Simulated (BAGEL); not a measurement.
# CHClFNOSi (SMILES O=C=N[SiH](F)Cl), step by step

We compute a single-point energy (HF/def2-SVP), then the energy (NEVPT2(2,2)/def2-SVP) of CHClFNOSi. 

The results are computed with BAGEL 1.2.2.

2 further runs of the same task are left out: 2 set aside as unsound or not needed.

## Step 1: The structure to begin with

The species is CHClFNOSi (7 atoms), meant as a singlet with charge 0. As SMILES, `O=C=N[SiH](F)Cl`. The N3–Si4 distance was set to 3.204 Å, away from the relaxed value. At this shape a bond of the SMILES string is far longer than usual.

Bond lengths: O1–C2 1.159 Å, C2–N3 1.198 Å, Si4–F5 1.581 Å, Si4–Cl6 2.029 Å, Si4–H7 1.466 Å. Angles: O1–C2–N3 177.6°, F5–Si4–Cl6 108.3°, F5–Si4–H7 109.0°, Cl6–Si4–H7 110.3°.

## Step 2: The energy at HF/def2-SVP (density fitting with svp-jkfit) (run 1)

File job.json:

```json
{ "bagel" : [

{
  "title" : "molecule",
  "basis" : "svp",
  "df_basis" : "svp-jkfit",
  "angstrom" : true,
  "geometry" : [
    { "atom" : "O", "xyz" : [       1.241344,      -3.701181,       2.221192 ] },
    { "atom" : "C", "xyz" : [       0.938344,      -2.903381,       1.437092 ] },
    { "atom" : "N", "xyz" : [       0.625444,      -2.114681,       0.590792 ] },
    { "atom" : "Si", "xyz" : [      -0.274200,       0.722000,      -0.596700 ] },
    { "atom" : "F", "xyz" : [       0.917700,       1.292700,      -1.464400 ] },
    { "atom" : "Cl", "xyz" : [      -0.652900,       2.033600,       0.904000 ] },
    { "atom" : "H", "xyz" : [      -1.456100,       0.571700,      -1.450200 ] }
  ]
},

{ "title" : "hf" },

{ "title" : "print", "file" : "orbitals.molden", "orbitals" : true }

]}
```

Run with:

```sh
$ BAGEL_NUM_THREADS=1 BAGEL job.json > job.out
```

What it wrote:

```text
* using 1 threads per process

  ===============================================================
  ===============================================================

  *** Geometry ***

  { "atom" : "O", "xyz" : [      2.345800,     -6.994218,      4.197445 ] },
  { "atom" : "C", "xyz" : [      1.773213,     -5.486595,      2.715710 ] },
  { "atom" : "N", "xyz" : [      1.181918,     -3.996168,      1.116435 ] },
  { "atom" : "Si", "xyz" : [     -0.518163,      1.364382,     -1.127600 ] },
  { "atom" : "F", "xyz" : [      1.734202,      2.442849,     -2.767315 ] },
  { "atom" : "Cl", "xyz" : [     -1.233802,      3.842947,      1.708312 ] },
  { "atom" : "H", "xyz" : [     -2.751630,      1.080356,     -2.740481 ] },

  Number of auxiliary basis functions:      580

  Since a DF basis is specified, we compute 2- and 3-index integrals:
    o Being stored without compression. Storage requirement is 0.044 GB

  Number of basis functions:       97
  Number of electrons      :       62

    * METHOD: MOLECULE                             0.35

  *** RHF ***

  === Nuclear Repulsion ===
   291.0453421772

      * DIIS with orbital gradients will be used.

  === RHF iteration (svp) ===
      0      -1014.80141440          0.01893138           0.14
      1      -1014.96084083          0.01487368           0.13
      2      -1015.12723776          0.00143432           0.13
      3      -1015.13047392          0.00064334           0.13
      4      -1015.13099142          0.00016889           0.13
      5      -1015.13108037          0.00009252           0.13
      6      -1015.13110796          0.00006196           0.13
      7      -1015.13112265          0.00003768           0.12
      8      -1015.13113001          0.00002040           0.13
      9      -1015.13113241          0.00000613           0.12
     10      -1015.13113261          0.00000377           0.12
     11      -1015.13113267          0.00000193           0.12
     12      -1015.13113268          0.00000093           0.13
     13      -1015.13113269          0.00000064           0.12
     14      -1015.13113269          0.00000047           0.12
     15      -1015.13113269          0.00000030           0.13
     16      -1015.13113269          0.00000014           0.13
     17      -1015.13113269          0.00000008           0.13
     18      -1015.13113269          0.00000004           0.13
     19      -1015.13113269          0.00000002           0.13
     20      -1015.13113269          0.00000001           0.13
     21      -1015.13113269          0.00000001           0.12
    * SCF iteration converged.

    * Permanent dipole moment:
           (    1.767071,    -3.585278,     1.807993) a.u.

    * METHOD: HF                                   3.11

    * METHOD: PRINT                                0.02

  ===============================================================
```

Wall time 3.9 s (1 thread of Arm Neoverse V1, shared host); peak memory 0.17 GiB.

## Step 3: The energy at NEVPT2(2,2)/def2-SVP (density fitting with svp-jkfit) (run 2)

File job.json:

```json
{ "bagel" : [

{
  "title" : "molecule",
  "basis" : "svp",
  "df_basis" : "svp-jkfit",
  "angstrom" : true,
  "geometry" : [
    { "atom" : "O", "xyz" : [    1.241344,   -3.701181,    2.221192 ] },
    { "atom" : "C", "xyz" : [    0.938344,   -2.903381,    1.437092 ] },
    { "atom" : "N", "xyz" : [    0.625444,   -2.114681,    0.590792 ] },
    { "atom" : "Si", "xyz" : [   -0.274200,    0.722000,   -0.596700 ] },
    { "atom" : "F", "xyz" : [    0.917700,    1.292700,   -1.464400 ] },
    { "atom" : "Cl", "xyz" : [   -0.652900,    2.033600,    0.904000 ] },
    { "atom" : "H", "xyz" : [   -1.456100,    0.571700,   -1.450200 ] }
  ]
},
{ "title" : "hf" },
{ "title" : "nevpt2", "nstate" : 1, "nact" : 2, "nclosed" : 30, "active" : [29, 32], "maxiter" : 200, "natocc" : true, "ncore" : 14 },
{ "title" : "print", "file" : "orbitals.molden", "orbitals" : true }

]}
```

Run with:

```sh
$ BAGEL_NUM_THREADS=1 BAGEL job.json > job.out
```

What it wrote:

```text
* using 1 threads per process

  ===============================================================
  ===============================================================

  *** Geometry ***

  { "atom" : "O", "xyz" : [      2.345800,     -6.994218,      4.197445 ] },
  { "atom" : "C", "xyz" : [      1.773213,     -5.486595,      2.715710 ] },
  { "atom" : "N", "xyz" : [      1.181918,     -3.996168,      1.116435 ] },
  { "atom" : "Si", "xyz" : [     -0.518163,      1.364382,     -1.127600 ] },
  { "atom" : "F", "xyz" : [      1.734202,      2.442849,     -2.767315 ] },
  { "atom" : "Cl", "xyz" : [     -1.233802,      3.842947,      1.708312 ] },
  { "atom" : "H", "xyz" : [     -2.751630,      1.080356,     -2.740481 ] },

  Number of auxiliary basis functions:      580

  Since a DF basis is specified, we compute 2- and 3-index integrals:
    o Being stored without compression. Storage requirement is 0.044 GB

  Number of basis functions:       97
  Number of electrons      :       62

    * METHOD: MOLECULE                             0.35

  *** RHF ***

  === Nuclear Repulsion ===
   291.0453421772

      * DIIS with orbital gradients will be used.

  === RHF iteration (svp) ===
      0      -1014.80141440          0.01893138           0.13
      1      -1014.96084083          0.01487368           0.12
      2      -1015.12723776          0.00143432           0.13
      3      -1015.13047392          0.00064334           0.12
      4      -1015.13099142          0.00016889           0.12
      5      -1015.13108037          0.00009252           0.12
      6      -1015.13110796          0.00006196           0.13
      7      -1015.13112265          0.00003768           0.13
      8      -1015.13113001          0.00002040           0.13
      9      -1015.13113241          0.00000613           0.13
     10      -1015.13113261          0.00000377           0.13
     11      -1015.13113267          0.00000193           0.13
     12      -1015.13113268          0.00000093           0.13
     13      -1015.13113269          0.00000064           0.13
     14      -1015.13113269          0.00000047           0.13
     15      -1015.13113269          0.00000030           0.12
     16      -1015.13113269          0.00000014           0.13
     17      -1015.13113269          0.00000008           0.13
     18      -1015.13113269          0.00000004           0.13
     19      -1015.13113269          0.00000002           0.14
     20      -1015.13113269          0.00000001           0.14
     21      -1015.13113269          0.00000001           0.14
    * SCF iteration converged.

    * Permanent dipole moment:
           (    1.767071,    -3.585278,     1.807993) a.u.

    * METHOD: HF                                   3.11

    * freezing 14 orbitals
  ---------------------------
      CASSCF calculation
  ---------------------------

    ==== Active orbitals : =====
         Orbital 29
         Orbital 32
    ============================

    * nstate   :      1
    * nclosed  :     30
    * nact     :      2
    * nvirt    :     65
  === CASSCF iteration (svp) ===

    * Using the second-order algorithm

      0  0     -1015.13270579     6.66e-04      0.03

      1  0     -1015.14677680     1.10e-03      0.73

      2  0     -1015.15447824     1.60e-03      0.96

      3  0     -1015.15815478     1.54e-03      0.95

      4  0     -1015.16051558     1.69e-03      0.87

      5  0     -1015.16282619     1.72e-03      0.85

      6  0     -1015.16523146     1.74e-03      0.79

      7  0     -1015.16778325     1.75e-03      0.80

      8  0     -1015.17041941     1.69e-03      0.89

      9  0     -1015.17289653     1.52e-03      0.93

     10  0     -1015.17485544     1.22e-03      0.99

     11  0     -1015.17609407     8.65e-04      1.02

     12  0     -1015.17672239     5.60e-04      1.00

     13  0     -1015.17699048     3.41e-04      1.03

     14  0     -1015.17709241     2.01e-04      1.01

     15  0     -1015.17712855     1.17e-04      1.02

     16  0     -1015.17714085     6.70e-05      1.03

     17  0     -1015.17714494     3.83e-05      1.03

     18  0     -1015.17714628     2.18e-05      1.02

     19  0     -1015.17714672     1.24e-05      1.01

     20  0     -1015.17714686     7.06e-06      0.95

     21  0     -1015.17714691     4.01e-06      0.96

     22  0     -1015.17714692     2.28e-06      0.97

     23  0     -1015.17714693     1.30e-06      0.99

     24  0     -1015.17714693     7.36e-07      0.98

     25  0     -1015.17714693     4.18e-07      0.99

     26  0     -1015.17714693     2.37e-07      0.93

     27  0     -1015.17714693     1.35e-07      0.76

     28  0     -1015.17714693     7.66e-08      0.90

     29  0     -1015.17714693     4.35e-08      0.71

     30  0     -1015.17714693     2.47e-08      0.67

     31  0     -1015.17714693     1.40e-08      0.68

     32  0     -1015.17714693     7.97e-09      0.62

    * Second-order optimization converged. *

     guess   0:   closed 1.                   open ..

  === FCI iteration ===

      0  0     -1015.07364260     8.89e-02      0.00
      1  0     -1015.15843813     2.74e-02      0.00
      2  0 *   -1015.17714693     4.09e-16      0.00

     * ci vector, state   0, <S^2> = 0.0000
       2.    -0.8331182445
       .2     0.5530949202

  === DF-NEVPT2 calculation ===

    * 3-index integral transformation done
    * assembly done

      NEVPT2 correlation energy:   -0.8271254320      0.31

          (+0)     -0.7026274182
          (+0)'    -0.0152302509
          (+1)     -0.0368488163
          (+1)'    -0.0000000000
          (+2)     -0.0002046481
          (-1)     -0.0713468733
          (-1)'     0.0000000000
          (-2)     -0.0008674252

      NEVPT2 total energy:       -1016.0042723625

    * METHOD: NEVPT2                              29.96

    * METHOD: PRINT                                0.03

  ===============================================================
```

Wall time 34 s (1 thread of Arm Neoverse V1, shared host); peak memory 0.17 GiB.

## Step 4: Summary of results

```
                                 quantity           value
         run 1, HF/def2-SVP: total energy  -1015.13113 Eh
        run 1, HF/def2-SVP: dipole moment         11.15 D
          run 1, HF/def2-SVP: HOMO energy        -8.92 eV
          run 1, HF/def2-SVP: LUMO energy        -2.51 eV
        run 1, HF/def2-SVP: HOMO–LUMO gap         6.41 eV
run 2, NEVPT2(2,2)/def2-SVP: total energy  -1016.00427 Eh
```

In words: One bond (run 1, HF/def2-SVP) is far stretched, which a spin-restricted single reference describes badly; a broken-symmetry solution may lie lower.
